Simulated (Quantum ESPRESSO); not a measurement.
# HfB: zone-centre phonons under several settings

```
Hf B
1.0
     0.00000    2.31000    2.31000
     2.31000    0.00000    2.31000
     2.31000    2.31000    0.00000
Hf B
1 1
Direct
  0.50000 0.50000 0.50000
  0.00000 0.00000 0.00000
```

All runs used Quantum ESPRESSO 7.5; k mesh 10 × 10 × 10; relaxed cell; no spin polarisation; cutoff 612 eV; occupations cold, width 0.2 eV.

| level | potentials | volume (Å³/atom) | pressure (GPa) | lowest optical mode without the field (cm⁻¹) |
| --- | --- | --- | --- | --- |
| LDA | GBRV 1.5 LDA | ? | 0.2 | ? |
| PBE | GBRV 1.5 PBE | 14.15 | 0.3 | 451 |
| PBEsol | GBRV 1.5 PBEsol | 13.76 | 0.2 | 464 |
| BLYP | GBRV 1.5 PBE | 14.62 | 0.5 | 425 |
| revPBE | GBRV 1.5 PBE | 14.32 | 0.3 | 446 |
| RPBE | GBRV 1.5 PBE | 14.38 | 0.3 | 445 |
| vdW-DF-cx | GBRV 1.5 PBE | 13.75 | 0.3 | 471 |

Problem. What stands in the row left open?

Solution. Volume 13.45 Å³/atom; lowest optical mode without the field 468 cm⁻¹.

Caveats: the potentials were made for another functional, which shifts forces and pressure (some runs); the volume moved by over 15 % at a fixed basis, so the end points are rough (some runs); before the sum rule the acoustic modes lie tens of cm⁻¹ from zero, a sign that the density grid also shifts the optical modes (some runs).
